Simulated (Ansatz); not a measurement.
CdHgSe2: equation of state with PBE

The system is CdHgSe2.

```
Hg Cd Se
1.0
     2.18130    1.25937    7.11663
    -2.18130    1.25937    7.11663
     0.00000   -2.51875    7.11663
Hg Cd Se
1 1 2
Direct
  0.00014 0.00014 0.00014
  0.49967 0.49967 0.49967
  0.62440 0.62440 0.62440
  0.12580 0.12580 0.12580
```

The cell comes from a database or a generator and needn't be the stable form of this composition.

| Property | Result |
| --- | --- |
| Program | Ansatz 0.2.0 |
| Task | equation of state |
| Functional | PBE |
| Potentials or basis | Ansatz PAW |
| Cutoff | 420 eV |
| Density cutoff | 1680 eV |
| k mesh | 7 × 7 × 7 |
| Occupations | fermi-dirac, width 0.05 eV |
| Spin | no spin polarisation |

The equilibrium volume is 30.21 Å³/atom and the bulk modulus at fixed shape and positions is 44 GPa. The pressure derivative of the bulk modulus is 4.8.

Energy against volume, from the lowest point:
```csv
volume (Å³/atom),energy (meV/atom)
27.565,37.21
28.152,21.46
28.738,10.35
29.325,3.35
29.911,0.03
30.498,0.00
31.084,2.90
```

All runs of the series together: 65 s on 2 threads of Intel(R) Xeon(R) Platinum 8559C (Emerald Rapids), on a shared host.

Caveat: the cell was scaled at fixed shape and fractional positions, which overstates the stiffness of a crystal with free parameters, most of all of layers and chains. The run has no spin-orbit coupling, so splittings on Hg are missing.
